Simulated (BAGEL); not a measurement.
**SiHOF3 (sif3oh): PBE0/6-31G(d) (density fitting with qzvpp-jkfit, spherical functions)**

Aim: the energy change on altering one bond length of SiHOF3 (sif3oh) at PBE0/6-31G* (density fitting with qzvpp-jkfit, spherical functions), from 2 runs. 

Program for the calculation: BAGEL 1.2.2.

17 further runs of the same task are left out: 17 set aside as unsound or not needed.

## Step 1: The structure to begin with

SiHOF3: 6 atoms, total charge 0, spin state singlet. SMILES: `O[Si](F)(F)F`. The coordinates come from a PBE0-D4/def2-TZVP relaxation.

Bond lengths: O1–Si2 1.604 Å, Si2–F3 1.572 Å, Si2–F4 1.572 Å, Si2–F5 1.565 Å, O1–H6 0.958 Å. Angles: O1–Si2–F3 112.4°, O1–Si2–F4 112.4°, O1–Si2–F5 107.6°, F3–Si2–F4 106.8°, F3–Si2–F5 108.8°, F4–Si2–F5 108.8°, Si2–O1–H6 120.4°.

## Step 2: The energy at PBE0/6-31G(d) (density fitting with qzvpp-jkfit, spherical functions)

File job.json:

```json
{ "bagel": [

{
  "title": "molecule",
  "basis": "6-31gs.json",
  "df_basis": "qzvpp-jkfit",
  "angstrom": true,
  "geometry": [
    { "atom": "O", "xyz": [      -0.219800,       0.531700,       1.122400 ] },
    { "atom": "Si", "xyz": [       0.217900,      -0.093400,      -0.288700 ] },
    { "atom": "F", "xyz": [      -0.639100,       0.464300,      -1.482900 ] },
    { "atom": "F", "xyz": [       0.075600,      -1.658700,      -0.320700 ] },
    { "atom": "F", "xyz": [       1.718500,       0.281100,      -0.527400 ] },
    { "atom": "H", "xyz": [      -1.111000,       0.410900,       1.451000 ] }
  ]
},

{ "title": "ks", "xc_func": "pbe0" },

{ "title": "print", "file": "orbitals.molden", "orbitals": true }

]}
```

The basis set 6-31G* is read from a file made from the Basis Set Exchange's data (not shown).

Run with:

```sh
BAGEL_NUM_THREADS=1 BAGEL job.json > job.out
```

Log:

```text
* using 1 threads per process

  ===============================================================
  ===============================================================

  *** Geometry ***

  { "atom" : "O", "xyz" : [     -0.415362,      1.004767,      2.121029 ] },
  { "atom" : "Si", "xyz" : [      0.411771,     -0.176500,     -0.545564 ] },
  { "atom" : "F", "xyz" : [     -1.207724,      0.877400,     -2.802275 ] },
  { "atom" : "F", "xyz" : [      0.142863,     -3.134489,     -0.606035 ] },
  { "atom" : "F", "xyz" : [      3.247494,      0.531202,     -0.996642 ] },
  { "atom" : "H", "xyz" : [     -2.099486,      0.776488,      2.741993 ] },

  Number of auxiliary basis functions:      454

  Since a DF basis is specified, we compute 2- and 3-index integrals:
    o Being stored without compression. Storage requirement is 0.021 GB

  Number of basis functions:       76
  Number of electrons      :       50

    * METHOD: MOLECULE                             0.14

  *** Kohn-Sham DFT ***

    * Removing 10755 points whose weight is below 1.00e-10
    * Grid points: 78681

  === Nuclear Repulsion ===
   271.0402966062

       - DIIS with orbital gradients will be used.

  === KS iteration (pbe0 / 6-31gs.json) ===
      0       -631.14806943          0.13390090           0.26
      1       -548.66256433          0.26169081           0.25
      2       -618.95557773          0.14846718           0.35
      3       -643.99240929          0.14525888           0.26
      4       -662.49409846          0.06960930           0.23
      5       -658.74373959          0.09837741           0.24
      6       -663.83486321          0.04271467           0.23
      7       -663.88089718          0.04027582           0.23
      8       -664.31751071          0.02502536           0.22
      9       -664.56316219          0.00413151           0.22
     10       -664.56760160          0.00216870           0.23
     11       -664.56932931          0.00051247           0.22
     12       -664.56941964          0.00012515           0.22
     13       -664.56942464          0.00004322           0.22
     14       -664.56942532          0.00001269           0.21
     15       -664.56942537          0.00000440           0.23
     16       -664.56942538          0.00000125           0.23
     17       -664.56942538          0.00000020           0.23
     18       -664.56942538          0.00000014           0.23
     19       -664.56942538          0.00000003           0.24
     20       -664.56942538          0.00000001           0.23
     21       -664.56942538          0.00000000           0.22
    * SCF iteration converged.

    * Permanent dipole moment:
           (    0.742748,    -0.011832,    -0.479384) a.u.

    * METHOD: KS                                   5.48

    * METHOD: PRINT                                0.01

  ===============================================================
```

Wall time 6 s (1 thread of Intel Xeon 6975P-C (Granite Rapids), shared host); peak memory 0.32 GiB.

## Step 3: The distorted shape at the same level

File input.json:

```json
{ "bagel" : [

{
  "title" : "molecule",
  "basis" : "6-31gs.json",
  "df_basis" : "qzvpp-jkfit",
  "angstrom" : true,
  "geometry" : [
    { "atom" : "O", "xyz" : [      -1.420293,       0.232097,       1.313362 ] },
    { "atom" : "Si", "xyz" : [      -0.982593,      -0.393003,      -0.097738 ] },
    { "atom" : "F", "xyz" : [      -1.839593,       0.164697,      -1.291938 ] },
    { "atom" : "F", "xyz" : [      -1.124893,      -1.958303,      -0.129738 ] },
    { "atom" : "F", "xyz" : [       1.718500,       0.281100,      -0.527400 ] },
    { "atom" : "H", "xyz" : [      -2.311493,       0.111297,       1.641962 ] }
  ]
},

{
  "title" : "ks",
  "xc_func" : "pbe0"
},

{
  "title" : "print",
  "file" : "orbitals.molden",
  "orbitals" : true
}

]}
```

The basis set 6-31G* is read from a file made from the Basis Set Exchange's data (not shown).

Run with:

```sh
BAGEL_NUM_THREADS=1 BAGEL input.json > input.out
```

Log:

```text
* using 1 threads per process

  ===============================================================
  ===============================================================

  *** Geometry ***

  { "atom" : "O", "xyz" : [     -2.683965,      0.438600,      2.481894 ] },
  { "atom" : "Si", "xyz" : [     -1.856832,     -0.742668,     -0.184698 ] },
  { "atom" : "F", "xyz" : [     -3.476327,      0.311232,     -2.441409 ] },
  { "atom" : "F", "xyz" : [     -2.125740,     -3.700656,     -0.245169 ] },
  { "atom" : "F", "xyz" : [      3.247494,      0.531202,     -0.996642 ] },
  { "atom" : "H", "xyz" : [     -4.368089,      0.210321,      3.102858 ] },

  Number of auxiliary basis functions:      454

  Since a DF basis is specified, we compute 2- and 3-index integrals:
    o Being stored without compression. Storage requirement is 0.021 GB

  Number of basis functions:       76
  Number of electrons      :       50

    * METHOD: MOLECULE                             0.14

  *** Kohn-Sham DFT ***

    * Removing 9588 points whose weight is below 1.00e-10
    * Grid points: 79848

  === Nuclear Repulsion ===
   237.2699407004

       - DIIS with orbital gradients will be used.

  === KS iteration (pbe0 / 6-31gs.json) ===
      0       -609.05375974          0.14098944           0.24
      1       -485.22942460          0.12940643           0.23
      2       -614.54739757          0.14698924           0.27
      3       -630.34282149          0.11490902           0.25
      4       -632.45740792          0.10804685           0.23
      5       -633.25294909          0.10568557           0.23
      6       -634.70198860          0.10079093           0.23
      7       -492.16907240          0.19261278           0.24
      8       -661.55648887          0.05913522           0.23
      9       -657.88308734          0.10263926           0.24
     10       -664.31435184          0.00844610           0.24
     11       -664.25887468          0.01164249           0.24
     12       -664.34825339          0.00335866           0.25
     13       -664.34699483          0.00312372           0.25
     14       -664.35150629          0.00155977           0.24
     15       -664.35284443          0.00054307           0.24
     16       -664.35301454          0.00006642           0.24
     17       -664.35301705          0.00001247           0.25
     18       -664.35301711          0.00000521           0.25
     19       -664.35301712          0.00000236           0.24
     20       -664.35301713          0.00000080           0.24
     21       -664.35301713          0.00000024           0.25
     22       -664.35301713          0.00000010           0.24
     23       -664.35301713          0.00000002           0.24
     24       -664.35301713          0.00000003           0.24
     25       -664.35301713          0.00000001           0.24
    * SCF iteration converged.

    * Permanent dipole moment:
           (    2.236288,     0.355120,    -0.727527) a.u.

    * METHOD: KS                                   6.60

    * METHOD: PRINT                                0.01

  ===============================================================
```

Wall time 7.2 s (1 thread of Intel Xeon 6975P-C (Granite Rapids), shared host); peak memory 0.32 GiB.

## Step 4: Summary of results

Level: PBE0/6-31G* (density fitting with qzvpp-jkfit, spherical functions).

```
                                                          quantity          value
                                         first shape: total energy  -664.56943 Eh
                                        first shape: dipole moment         2.25 D
                                          first shape: HOMO energy      -10.34 eV
                                          first shape: LUMO energy        0.80 eV
                                        first shape: HOMO–LUMO gap       11.14 eV
                                     distorted shape: total energy  -664.35302 Eh
                                    distorted shape: dipole moment         6.05 D
                                      distorted shape: HOMO energy       -8.11 eV
                                      distorted shape: LUMO energy       -4.20 eV
                                    distorted shape: HOMO–LUMO gap        3.91 eV
energy change with the Si2–F5 bond stretched from 1.565 to 2.817 Å       5.889 eV
```

**Reading.** One bond (distorted shape) is far stretched, which a spin-restricted single reference describes badly; a broken-symmetry solution may lie lower. With the Si2–F5 bond stretched from 1.565 to 2.817 Å the energy rises by 5.89 eV (568 kJ/mol). The first shape isn't relaxed at this level, so the change isn't measured from a minimum. A restricted reference can't describe the breaking bond well at this length.
